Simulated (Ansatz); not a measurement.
**TaNCl (quartet): relaxing a cheap start**

Aim: relax a generated start of TaNCl (quartet) and see which bonds hold.

The runs use Ansatz 0.2.0, Gaussian basis; UKS PBE0/def2-TZVP.

### 1 Where the work starts

3 atoms, charge 0, spin multiplicity 4.

Atoms are counted from 1 here; the program's logs count them from 0.

Bond lengths: Ta1–N2 1.847 Å, Ta1–Cl3 2.174 Å. Angles: N2–Ta1–Cl3 180.0°.

Geometry (Å):

```xyz
3

Ta    0.00000    0.00000    0.10919
N     0.00000    0.00000    1.95607
Cl    0.00000    0.00000   -2.06526
```

The start was built by rule and, where that kept it together, relaxed with GFN2-xTB. Sticks and bond lists go by distance. No spin-orbit coupling is included. Elements past krypton take def2 core potentials.

### 2 The run

in.yaml reads:

```yaml
crystal:
  periodic: [false, false, false]
  atoms:
    - {symbol: Ta, position_ang: [0.000000, 0.000000, 0.109193]}
    - {symbol: N, position_ang: [0.000000, 0.000000, 1.956067]}
    - {symbol: Cl, position_ang: [0.000000, 0.000000, -2.065260]}
basis:
  gaussian: {orbitals: def2-TZVP}
magnetization: {spin_polarized: true, initial_magnetization: 3}
hamiltonian: {xc: pbe0}
relax: {f_tol: 0.004, max_steps: 80}
```

The run is started by

```bash
$ ansatz run in.yaml --threads 1 --pin off --events-out ev --progress --plain --max-ram 2176MiB
```

What does the calculation give? Wanted: energy gained; shift from the start; total energy; dipole moment; ⟨S²⟩.

As calculated:

| quantity | value |
| --- | --- |
| steps | 4 |
| energy gained | 0.374 eV |
| shift from the start (rms) | 0.075 Å |
| total energy | -15556.4551 eV |
| dipole moment | 0.21 D |
| ⟨S²⟩ | 3.757 |

What this shows: The bonds of the start are those of the end. Ta1–Cl3 went from 2.174 to 2.358 Å. No vibrations were run, so this is a stationary point, not a proven minimum, and this spin need not be the ground state's.
